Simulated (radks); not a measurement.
**Mo³¹⁺ in [Ne] 3s1: an all-electron calculation**

What are the levels of the molybdenum ion Mo31+, how large are its shells, and how does its energy divide?

The numbers are computed with radks (a radial shooting solver on a logarithmic mesh, Libxc functionals) version 1 (scalar-relativistic Kohn-Sham, r2SCAN, spin-polarised, spherical densities, finite nucleus; open shells are filled with parallel spins first), except any that are marked as measured or tabulated.

**1. The atom as given**

```
element            : molybdenum (Z = 42)
charge             : +31
electrons          : 11
configuration      : [Ne] 3s1
nuclear rms radius : 4.4091 fm
```

The outer shells:

Mo³¹⁺
```
[Ne] core
3s [↑ ]
```

**2. The run**

Settings of this run:

```text
Z 42
configuration [Ne] 3s1
relativity scalar-relativistic
functional r2scan,r2scan
spin polarised
nucleus finite rms 4.4091 fm
c 137.035999084
```

What does the calculation give?

**Answer**, as computed:

```
                        quantity                    value
                    total energy      -3307.74303 hartree
exchange-correlation share of it                   2.19 %
                            −T/E                   1.0369
          highest occupied level        3s up, -1769.2 eV
    most extended occupied level  3s up, <r> = 0.366 bohr
 radius at density 0.001 e/bohr³               0.881 bohr
    maxima of the radial density                        2
         ionisation energy, NIST    1790.9 (semi-emp.) eV
```

The radial density shows 2 maxima for 3 occupied principal shells; where shells overlap, one shows as a shoulder or not at all. Relativity lifts −T/E to 1.037. The top level binds by 1769.2 eV, 99 % of the NIST ionisation energy of 1790.9 eV. 
